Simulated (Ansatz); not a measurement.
# Al3FeCo2: the cost of one run

Method: DFT r2SCAN, scalar-relativistic, plane waves, PAW, in Ansatz 0.2.0.

1 further run of the same task is left out (it didn't finish). Runs told in other sessions of the task aren't counted.

### 1 The starting structure

Symmetry: P4/mmm, No. 123, tetragonal system. The conventional cell has a = 2.856 Å, b = 2.856 Å, c = 8.587 Å, α = 90.00°, β = 90.00°, γ = 90.00°. Around Al (site symmetry 4mm) lie 4 Fe at 2.47 Å and 4 Co at 2.49 Å and 6 Al at 2.84 to 2.88 Å. Al (site symmetry 4/mmm) is surrounded by 8 Co at 2.47 Å. Co (site symmetry 4mm) has 8 Al at 2.47 to 2.49 Å and 5 Co at 2.84 to 2.86 Å in its first shell of neighbours. Fe (site symmetry 4/mmm) is surrounded by 8 Al at 2.47 Å.

Coordinates:

```cif
data_structure
_symmetry_space_group_name_H-M 'P4/mmm'
_symmetry_Int_Tables_number 123
_cell_length_a 2.8556
_cell_length_b 2.8556
_cell_length_c 8.5872
_cell_angle_alpha 90.000
_cell_angle_beta 90.000
_cell_angle_gamma 90.000
_cell_volume 70.02
loop_
_atom_site_label
_atom_site_type_symbol
_atom_site_symmetry_multiplicity
_atom_site_Wyckoff_symbol
_atom_site_fract_x
_atom_site_fract_y
_atom_site_fract_z
_atom_site_occupancy
Al1 Al 2 g 0.00000 0.00000 0.83490 1
Al2 Al 1 b 0.00000 0.00000 0.50000 1
Co1 Co 2 h 0.50000 0.50000 0.33479 1
Fe1 Fe 1 c 0.50000 0.50000 0.00000 1
```

The cell was relaxed beforehand at this level, from a generated guess; it is a trial structure. At a tolerance of 0.05 Å it has space group P4/mmm (No. 123); it has 11.67 Å³/atom, an uncorrected energy of -0.51 eV/atom over the elements and, on its mesh, gap none (metal).

### 2 The same geometry with r2SCAN

File input.yaml:

```yaml
crystal:
  lattice:
    - [2.8555627, 0.0, 0.0]
    - [0.0, 2.8555627, 0.0]
    - [0.0, 0.0, 8.5872422]
  atoms:
    - { symbol: Al, position: [0.0, 0.0, 0.834903] }
    - { symbol: Al, position: [0.0, 0.0, 0.165097] }
    - { symbol: Al, position: [0.0, 0.0, 0.5] }
    - { symbol: Co, position: [0.5, 0.5, 0.334792], spin: 3.0 }
    - { symbol: Co, position: [0.5, 0.5, 0.665208], spin: 3.0 }
    - { symbol: Fe, position: [0.5, 0.5, 0.0], spin: 4.0 }
basis:
  ecutwfc: 500
kpoints:
  mp_grid: { grid: [14, 14, 6] }
  band_path:
    path:
      - [[0.0, 0.0, 0.0], [0.0, 0.5, 0.0], [0.5, 0.5, 0.0], [0.0, 0.0, 0.0], [0.0, 0.0, 0.5], [0.0, 0.5, 0.5], [0.5, 0.5, 0.5], [0.0, 0.0, 0.5]]
      - [[0.0, 0.5, 0.0], [0.0, 0.5, 0.5]]
      - [[0.5, 0.5, 0.0], [0.5, 0.5, 0.5]]
    npoints: 14
hamiltonian:
  xc: r2scan
scf:
  occupations: { method: gaussian, width: 0.1 }
  n_extra_bands: 15
output:
  forces: true
  stress: true
  eigenvalues: true
  populations: true
  dos: { projected: true, de: 0.02, nscf_kmesh: { grid: [17, 17, 8] } }
  bader: true
magnetization:
  spin_polarized: true
```

Run with:

```
$ ansatz run input.yaml --threads 4 --pin off --max-ram 8192MiB --backend cpu --events-out ev --progress --plain --runs-dir out
```

**Question.** How long does this run take on 4 threads of Arm Neoverse V1, shared host, and how much memory does it need?

About 4.8 min, with a peak of 2.8 GiB.
